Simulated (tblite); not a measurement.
# C15H16BF4I: the cost of one run

Programs: tblite 0.8.0 and PySCF 2.14.0, with routines of our own; each step states its level. All values are computed. Atoms count from 0.

## 1. The system as given

37 atoms, charge 0, multiplicity 1; geometry from: force field, distance geometry or constructed start.

## 2. Optimising the geometry with GFN2-xTB

Job settings and geometry (Å):

```
{"job": {"kind": "relax", "xc": "GFN2-xTB", "basis": "xTB"}, "charge": 0, "multiplicity": 1}
C     -5.115100     0.002300    -0.848700
C     -4.071400     0.875300    -1.554200
C     -4.094000     0.658400    -3.064500
C     -2.683200     0.616100    -0.993500
C     -1.970500     1.649100    -0.357600
C     -0.695000     1.419900     0.154900
C     -0.114400     0.153000     0.061700
I      1.832400    -0.177700     0.811900
C      3.775300    -0.514000     1.555200
C      4.366700    -1.771500     1.420700
C      5.668000    -1.984100     1.886600
C      6.375300    -0.937200     2.486800
C      5.782900     0.326800     2.617900
C      4.488000     0.538600     2.141000
C     -0.809800    -0.880200    -0.565600
C     -2.087500    -0.660000    -1.079500
F      3.634800    -0.822500    -1.428100
B      2.564500     0.157400    -1.449200
F      1.282400    -0.511300    -1.324500
F      2.611700     0.899500    -2.697500
F      2.733400     1.086100    -0.335000
H     -6.137200     0.278900    -1.203100
H     -5.077300     0.174400     0.257400
H     -4.956500    -1.078400    -1.055700
H     -4.347700     1.936500    -1.360800
H     -3.911500    -0.402300    -3.323700
H     -3.330100     1.299300    -3.555000
H     -5.094700     0.947400    -3.467500
H     -2.399400     2.640500    -0.276700
H     -0.150300     2.229500     0.636000
H      3.830600    -2.581900     0.951000
H      6.127800    -2.956200     1.787100
H      7.383300    -1.099400     2.847300
H      6.337900     1.136600     3.075200
H      4.034600     1.519600     2.234900
H     -0.356900    -1.863500    -0.655000
H     -2.606600    -1.478700    -1.570500
```

Command:

```
OMP_NUM_THREADS=1 python large_run.py task.json out
```

This one command runs all jobs of the session in turn.

Q: Estimate the wall time and peak memory of this first job on 1 thread of Arm Neoverse N1, shared host.

About 8.9 s, with a peak of 0.18 GiB.
